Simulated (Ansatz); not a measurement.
Write a Python script for Ansatz 0.2.0, Python API that makes a rigid scan of one bond length of BH4NSSi, SMILES NB1[SiH2]S1. Settings (for the species named): PBE, cc-pVDZ basis, multiplicity 1.

```yaml
atoms:
  - { symbol: N, position_ang: [-0.7628, 1.6058, -0.3699] }
  - { symbol: B, position_ang: [-0.6079, 0.1435, -0.3437] }
  - { symbol: Si, position_ang: [0.5298, -1.2962, 0.3981] }
  - { symbol: S, position_ang: [-0.2269, -1.4830, -1.3831] }
  - { symbol: H, position_ang: [0.0713, 2.0585, -0.7778] }
  - { symbol: H, position_ang: [-0.8971, 1.9842, 0.6082] }
  - { symbol: H, position_ang: [2.0272, -0.9947, 0.3498] }
  - { symbol: H, position_ang: [-0.0415, -2.0753, 1.4626] }
```

The script, `run_scan.py`:
```python
"""Potential curve of BH4NSSi along one bond."""

from dataclasses import dataclass

import ansatz
import numpy as np


@dataclass
class RunConfig:
    basis_set: str = "cc-pVDZ"
    xc: str = "PBE"


opts = RunConfig()


def main() -> None:
    system = (
        ansatz.Crystal.molecule()
        .atom("N", (-0.7628, 1.6058, -0.3699))
        .atom("B", (-0.6079, 0.1435, -0.3437))
        .atom("Si", (0.5298, -1.2962, 0.3981))
        .atom("S", (-0.2269, -1.483, -1.3831))
        .atom("H", (0.0713, 2.0585, -0.7778))
        .atom("H", (-0.8971, 1.9842, 0.6082))
        .atom("H", (2.0272, -0.9947, 0.3498))
        .atom("H", (-0.0415, -2.0753, 1.4626))
    )

    symbols = [site.symbol for site in system.cartesian_sites]
    start = np.array([site.position_ang for site in system.cartesian_sites])
    axis = (start[4] - start[0]) / np.linalg.norm(start[4] - start[0])
    moving = [4]
    lengths, energies = [0.88, 0.95, 1.03, 1.14, 1.29, 1.55, 1.86, 2.27], []
    for length in lengths:
        xyz = start.copy()
        xyz[moving] += (length - np.linalg.norm(start[4] - start[0])) * axis
        point = ansatz.Crystal.molecule()
        for symbol, place in zip(symbols, xyz):
            point = point.atom(symbol, place.tolist())
        setup = (
            point.calculation()
            .basis(gaussian=opts.basis_set)
            .functional(opts.xc)
            .spin("collinear")
        )
        rep = setup.run().report
        energies.append(rep["free_energy_ev"])
        print(f"r = {length:6.3f} A  E = {energies[-1]:.5f} eV  <S^2> = {abs(rep['mean_field']['state']['spin_squared']):.3f}")

    print("energy above the lowest point (eV):", [round(e - min(energies), 3) for e in energies])


if __name__ == "__main__":
    main()
```

```console
$ python run_scan.py
r =  0.880 A  E = -20931.72060 eV  <S^2> = 0.000
r =  0.950 A  E = -20932.20957 eV  <S^2> = 0.000
r =  1.030 A  E = -20932.35859 eV  <S^2> = 0.000
r =  1.140 A  E = -20932.14575 eV  <S^2> = 0.000
r =  1.290 A  E = -20931.48658 eV  <S^2> = 0.000
r =  1.550 A  E = -20930.12411 eV  <S^2> = 0.000
r =  1.860 A  E = -20928.91504 eV  <S^2> = 0.583
r =  2.270 A  E = -20928.68580 eV  <S^2> = 1.006
energy above the lowest point (eV): [0.638, 0.149, 0.0, 0.213, 0.872, 2.234, 3.444, 3.673]
```

Notes:
- Total energies depend on the basis set; only differences at equal settings carry meaning.
- The rest of the molecule is held rigid at a force-field or estimated start geometry, and the basis set is modest; single-reference methods fail as a bond breaks.
- The expectation value of S² is noticeably off S(S+1) in at least one run, so that state is spin-contaminated.
- The whole script took 64 s on 1 thread of Arm Neoverse V1, on a shared host, peak memory 0.27 GiB.
